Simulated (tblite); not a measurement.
# C4H9BF2O: the cost of one run

Programs: tblite 0.8.0 and PySCF 2.14.0, with density-fitted response routines of our own. Each step states its level of theory. These are calculated values for one molecule in the gas phase, unless marked as measured. Atoms are numbered from 0 throughout.

## (1) The molecule as given

17 atoms, charge 0, multiplicity 1; geometry from: force field or distance geometry start.

Bonds of the start (Å): C0–B1 1.58, B1–C2 1.56, C2–O3 1.39, O3–C4 1.41, C2–C5 1.49, C5–F6 1.39, C5–F7 1.39, C0–H8 1.12, C0–H9 1.11, C0–H10 1.11, B1–H11 1.21, C2–H12 1.14, C4–H13 1.11, C4–H14 1.12, C4–H15 1.10, C5–H16 1.12.

## (2) Optimising the geometry with GFN2-xTB

The job: settings as JSON, then the geometry in Å.

```
{"job": {"kind": "relax", "xc": "GFN2-xTB", "basis": "xTB"}, "charge": 0, "multiplicity": 1}
C      2.404100     0.111500    -0.364300
B      1.133700    -0.443000     0.388000
C     -0.323600     0.092300     0.296500
O     -0.972000    -0.467500    -0.799600
C     -2.007600    -1.265500    -0.269800
C     -0.498900     1.566800     0.214800
F      0.011600     2.260800     1.305600
F     -0.038100     2.121100    -0.973200
H      3.240500    -0.621700    -0.225100
H      2.245100     0.190800    -1.456900
H      2.794100     1.060500     0.049000
H      1.201600    -1.597500     0.752000
H     -0.891400    -0.286300     1.209400
H     -2.579200    -1.769000    -1.072300
H     -1.535400    -2.094100     0.310100
H     -2.596500    -0.635200     0.412600
H     -1.595100     1.788200     0.213100
```

Command:

```bash
$ OMP_NUM_THREADS=1 python probes_run.py task.json out
```

This one command runs all jobs of the session in turn.

**Question.** How long does this first job take on 1 thread of Intel Xeon at 2.50GHz, shared host, and how much memory does it need?

About 2.7 s, with a peak of 0.18 GiB.
